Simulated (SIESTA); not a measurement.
The system is Ta3AsAu2O13.

```xyz
19
Lattice="5.2424 3.0267 4.1427 -5.2424 3.0267 4.1427 0.0000 -6.0534 4.1427" Properties=species:S:1:pos:R:3 pbc="T T T"
Ta   -1.7887    1.0327    4.2854
Ta    0.0000   -2.0655    4.2854
Ta    1.7887    1.0327    4.2854
As    0.0000    0.0000    6.9446
Au    0.0000    0.0000   12.0005
Au    0.0000    0.0000    9.3342
O    -1.3566    0.7832    6.1532
O     0.0000   -1.5665    6.1532
O     1.3566    0.7832    6.1532
O     2.5380   -0.6359    3.6068
O    -0.7183    2.5159    3.6068
O    -1.8197   -1.8800    3.6068
O     1.8197   -1.8800    3.6068
O    -2.5380   -0.6359    3.6068
O     0.7183    2.5159    3.6068
O    -3.3469    1.9323    4.0073
O     0.0000   -3.8647    4.0073
O     3.3469    1.9323    4.0073
O     0.0000    0.0000    3.8329
```

The cell was built by a generator and needn't be a form met in nature.

Base run:

| Quantity | Value |
| --- | --- |
| Program | SIESTA 5.4.2 |
| Functional | PBEsol |
| Potentials or basis | PseudoDojo 0.4 standard (PBEsol files) |
| Basis | DZP (energy shift 0.003 Ry; two zetas on semicore shells) |
| Grid cutoff | 800 Ry |
| Energy shift | 0.003 Ry |
| k mesh | 4 × 4 × 4 |
| Occupations | fermi-dirac, width 0.05 eV |
| Spin | no spin polarisation |

Its results: band gap on the k mesh 0.87 eV, direct; pressure -1.0 GPa; largest force 0.622 eV/Å.

Problem. After a change of settings the same cell gave: band gap on the k mesh 0.84 eV, direct; pressure -4.0 GPa; largest force 0.576 eV/Å. Which change was it?
A. functional from PBEsol to AM05
B. functional from PBEsol to LDA; potentials or basis from PseudoDojo 0.4 standard (PBEsol files) to PseudoDojo 0.4 standard (LDA files)
C. functional from PBEsol to RPBE; potentials or basis from PseudoDojo 0.4 standard (PBEsol files) to PseudoDojo 0.4 standard (PBE files)
D. functional from PBEsol to BLYP; potentials or basis from PseudoDojo 0.4 standard (PBEsol files) to PseudoDojo 0.4 standard (PBE files)

Solution. B.

Caveats: short orbitals over semicore shells can move pressures by several GPa; spin-orbit coupling is left out, which moves the levels of the heavy elements; the basis of atomic orbitals isn't converged, which shifts pressures, moduli and gaps.

Runs at the PBE level aren't shown here.
